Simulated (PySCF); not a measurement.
# C₃H₈BNS: electronic excitations and core binding energies

Aim: predict the electronic excitations and core binding energies of C₃H₈BNS (`[BH3-][N+]#CCSC`).

Computed with PySCF 2.14.0, with density-fitted response routines of our own, on a single molecule in the gas phase. Atoms count from 0, in the outputs and in this text.

### Step 1. Starting geometry

14 atoms, charge 0, multiplicity 1; geometry from: GFN2-xTB.

Bonds of the start (Å): B0–N1 1.46, N1–C2 1.15, C2–C3 1.43, C3–S4 1.85, S4–C5 1.81, B0–H6 1.19, B0–H7 1.19, B0–H8 1.19, C3–H9 1.09, C3–H10 1.09, C5–H11 1.09, C5–H12 1.09, C5–H13 1.09.

### Step 2. Excited states and response: CAM-B3LYP/def2-SVPD

The job: settings as JSON, then the geometry in Å.

```
{"job": {"kind": "uv", "xc": "CAM-B3LYP", "basis": "def2-SVPD", "nstates": 8, "ntriplets": 3}, "charge": 0, "multiplicity": 1}
B     -2.467238    -0.222400     1.007714
N     -1.432585     0.341251     0.149137
C     -0.633510     0.793095    -0.548253
C      0.447063     1.329041    -1.309963
S      1.919480     1.595599    -0.226228
C      2.269646    -0.128669     0.211350
H     -2.595371    -1.357424     0.665245
H     -2.041970    -0.120394     2.117833
H     -3.441813     0.439011     0.827113
H      0.194976     2.312634    -1.708979
H      0.731744     0.656620    -2.122592
H      2.551808    -0.683414    -0.679769
H      1.397345    -0.569909     0.685320
H      3.099749    -0.105489     0.909906
```

Level: TDDFT CAM-B3LYP/def2-SVPD, vertical, gas phase, core orbitals frozen in the response.

The run is started by

```sh
> OMP_NUM_THREADS=1 python probes_run.py task.json out
```

One launch serves the whole session: the jobs run in the order shown.

**Question.** This job is followed by: delta-SCF UKS SCAN, pcX-2 on the ionised atom, pcseg-1 elsewhere, spin-free X2C. What will the session give for the following? lowest singlet (CAM-B3LYP/def2-SVPD); brightest single state of those computed; lowest triplet; C1s binding energies, SCAN/pcX-2; B1s binding energies, SCAN/pcX-2; N1s binding energies, SCAN/pcX-2; S1s binding energies, SCAN/pcX-2; S2p binding energies, SCAN/pcX-2.

The runs gave:

```
                                quantity                               value
    lowest singlet (CAM-B3LYP/def2-SVPD)         4.95 eV (251 nm), f = 0.013
brightest single state of those computed         state 8, 6.94 eV, f = 0.677
                          lowest triplet                             4.37 eV
        C1s binding energies, SCAN/pcX-2  C3 293.20, C2 292.70, C5 291.91 eV
        B1s binding energies, SCAN/pcX-2                        B0 193.52 eV
        N1s binding energies, SCAN/pcX-2                        N1 406.72 eV
        S1s binding energies, SCAN/pcX-2                       S4 2477.76 eV
        S2p binding energies, SCAN/pcX-2                        S4 170.41 eV
```

**Reading.** The first singlet state (HOMO→LUMO 0.72, HOMO−2→LUMO 0.16) lies at 4.95 eV and is weak; of the 8 states computed, the strongest absorption comes from state 8 at 6.94 eV (the last computed, so partners may be missing). The lowest triplet lies 0.58 eV below the lowest singlet (triplets in Tamm-Dancoff, singlets in full TDDFT). C3 (sp3 CH2 bonded to S, α to a nitrile) binds its C1s electron 1.29 eV more tightly than C5 (methyl carbon bonded to S).
